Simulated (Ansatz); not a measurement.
# Hf2TaN2: the cost of one run

Computed with Ansatz 0.2.0 (DFT PBE, scalar-relativistic, plane waves, PAW, unless a step's input says otherwise).

## 1. The starting structure

Symmetry: R-3m, No. 166, trigonal system. The conventional cell has a = 3.129 Å, b = 3.129 Å, c = 24.737 Å, α = 90.00°, β = 90.00°, γ = 120.00°. Hf (site symmetry 3m) is surrounded by 3 N at 2.25 Å. Around Ta (site symmetry -3m) lie 6 N at 2.20 Å. Around N (site symmetry 3m) lie 3 Ta at 2.20 Å and 3 Hf at 2.25 Å.

Structure file:

```
CELL_PARAMETERS angstrom
1.56462 0.90333 8.24562
-1.56462 0.90333 8.24562
0.00000 -1.80667 8.24562
ATOMIC_POSITIONS crystal
Hf 0.56155 0.56155 0.56155
Hf 0.43845 0.43845 0.43845
Ta 0.00000 0.00000 0.00000
N 0.71731 0.71731 0.71731
N 0.28269 0.28269 0.28269
```

It is the end of an earlier relaxation with the same method, from a generated guess; it is a trial structure. At a tolerance of 0.05 Å it has space group R-3m (No. 166); it has 13.98 Å³/atom, an uncorrected energy of -0.86 eV/atom over the elements.

## 2. Static run: bands, density of states and charges

input.yaml

```yaml
crystal:
  lattice:
    - [1.564620139, 0.9033338584, 8.2456218291]
    - [-1.564620139, 0.9033338584, 8.2456218291]
    - [0.0, -1.8066677168, 8.2456218291]
  atoms:
    - { symbol: Hf, position: [0.5615533244, 0.5615533244, 0.5615533244] }
    - { symbol: Hf, position: [0.4384466756, 0.4384466756, 0.4384466756] }
    - { symbol: Ta, position: [0.0, 0.0, 0.0] }
    - { symbol: "N", position: [0.7173140466, 0.7173140466, 0.7173140466] }
    - { symbol: "N", position: [0.2826859534, 0.2826859534, 0.2826859534] }
basis:
  ecutwfc: 420
kpoints:
  mp_grid: { grid: [12, 12, 12] }
  band_path:
    path:
      - [[0.0, 0.0, 0.0], [0.5, 0.5, 0.5], [0.82533207, 0.17466793, 0.5]]
      - [[0.5, -0.17466793, 0.17466793], [0.5, 0.0, 0.0], [0.0, 0.0, 0.0], [0.33733396, -0.33733396, 0.0]]
      - [[0.66266604, 0.0, 0.33733396], [0.5, 0.0, 0.5], [0.0, 0.0, 0.0]]
    npoints: 14
hamiltonian:
  xc: pbe
scf:
  occupations: { method: gaussian, width: 0.1 }
  n_extra_bands: 12
output:
  forces: true
  stress: true
  eigenvalues: true
  populations: true
  dos: { projected: true, de: 0.02, nscf_kmesh: { grid: [15, 15, 15] } }
  bader: true
```

Launch:

```
$ ansatz run input.yaml --threads 1 --pin off --max-ram 2560MiB --backend cpu --events-out ev --progress --plain --runs-dir out
```

What time and memory should one allow on 1 thread of Intel Xeon at 2.50GHz (Skylake/Cascade Lake), shared host?

About 3.9 min, with a peak of 1 GiB.
